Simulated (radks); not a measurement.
# Tm inside a hard spherical wall

Aim: energy, levels and pressure of Tm as a wall, at which all orbitals vanish, closes in. The configuration stays [Xe] 4f13 6s2.

Program: radks (a radial shooting solver on a logarithmic mesh, Libxc functionals) version 1. Level of theory: scalar-relativistic Kohn-Sham, LDA (Slater exchange, VWN5 correlation), spin-polarised, spherical densities, finite nucleus; open shells are filled with parallel spins first. These are calculated values, not measurements, unless marked.

### Step 1. The system

| Item | Value |
| --- | --- |
| element | thulium (Z = 69) |
| charge | 0 |
| electrons | 69 |
| configuration | [Xe] 4f13 6s2 |
| nuclear rms radius | 5.2256 fm |

Outer shells as boxes (Hund's rule):

Tm
```
[Xe] core
4f [↑↓][↑↓][↑↓][↑↓][↑↓][↑↓][↑ ]
6s [↑↓]
```

### Step 2. The free atom

Input:

```text
Z 69
configuration [Xe] 4f13 6s2 5d0 6p0 7s0
relativity scalar-relativistic
functional lda,vwn5
spin polarised
nucleus finite rms 5.2256 fm
c 137.035999084
```

### Step 3. Wall at 20 bohr

Settings, as their differences from step 2:

```diff
@@ -6,2 +6,3 @@
 nucleus finite rms 5.2256 fm
+wall 20 bohr
 c 137.035999084
```

### Step 4. Wall at 12 bohr

Settings, as their differences from step 3:

```diff
@@ -6,3 +6,3 @@
 nucleus finite rms 5.2256 fm
-wall 20 bohr
+wall 12 bohr
 c 137.035999084
```

### Step 5. Wall at 10 bohr

Settings, as their differences from step 4:

```diff
@@ -6,3 +6,3 @@
 nucleus finite rms 5.2256 fm
-wall 12 bohr
+wall 10 bohr
 c 137.035999084
```

### Step 6. Wall at 7 bohr

Settings, as their differences from step 5:

```diff
@@ -6,3 +6,3 @@
 nucleus finite rms 5.2256 fm
-wall 10 bohr
+wall 7 bohr
 c 137.035999084
```

### Step 7. Wall at 6 bohr

Settings, as their differences from step 6:

```diff
@@ -6,3 +6,3 @@
 nucleus finite rms 5.2256 fm
-wall 7 bohr
+wall 6 bohr
 c 137.035999084
```

### Step 8. Wall at 3.5 bohr

Settings, as their differences from step 7:

```diff
@@ -6,3 +6,3 @@
 nucleus finite rms 5.2256 fm
-wall 6 bohr
+wall 3.5 bohr
 c 137.035999084
```

### Step 9. Wall at 3 bohr

Settings, as their differences from step 8:

```diff
@@ -6,3 +6,3 @@
 nucleus finite rms 5.2256 fm
-wall 3.5 bohr
+wall 3 bohr
 c 137.035999084
```

### Step 10. Wall at 2.5 bohr

Settings, as their differences from step 9:

```diff
@@ -6,3 +6,3 @@
 nucleus finite rms 5.2256 fm
-wall 3 bohr
+wall 2.5 bohr
 c 137.035999084
```

### Step 11. Wall at 2 bohr

Settings, as their differences from step 10:

```diff
@@ -6,3 +6,3 @@
 nucleus finite rms 5.2256 fm
-wall 2.5 bohr
+wall 2 bohr
 c 137.035999084
```

**Question.** What will these runs give? Wanted: for each run, R; E − E(free); ε(4f); ε(6p, empty); ε(5d, empty); ε(7s, empty); pressure.

The runs gave:

| R (bohr) | E − E(free) (eV) | ε(4f) (eV) | ε(6p, empty) (eV) | ε(5d, empty) (eV) | ε(7s, empty) (eV) | pressure (GPa) |
| --- | --- | --- | --- | --- | --- | --- |
| free | 0.000 | -3.686 | -1.173 | -0.980 | -0.073 | 0 |
| 20 | 0.000 | -3.686 | -1.172 | -0.979 | 0.045 | < 0.0001 |
| 12 | 0.006 | -3.664 | -1.084 | -0.946 | 1.051 | 0.00390 |
| 10 | 0.049 | -3.564 | -0.856 | -0.832 | 2.325 | 0.0425 |
| 7 | 0.938 | -2.611 | 1.016 | 0.187 | 9.257 | 1.59 |
| 6 | 2.475 | -1.660 | 3.127 | 1.249 | 15.827 | 5.79 |
| 3.5 | 38.796 | 7.604 | 31.409 | 12.649 | 86.564 | 369 |
| 3 | 80.269 | 14.579 | 54.398 | 21.416 | 136.98 | 1198 |
| 2.5 | 187.05 | 28.419 | 101.37 | 39.554 | 233.53 | 4713 |
| 2 | 507.96 | 58.127 | 209.62 | 82.965 | 442.38 | 23838 |

Eigenvalues are for spin up. At the tightest wall, 2 bohr, the energy stands 507.96 eV above the free atom and the pressure, −dE/dV, is 23838 GPa. Of the levels in the table that exist at both ends, 7s (empty) rises most from the free atom (442.45 eV). From R = 3.5 bohr inwards the highest occupied level lies above zero, pushed up by confinement. Shells are not refilled when levels cross, and a hard wall is a model, not a crystal.
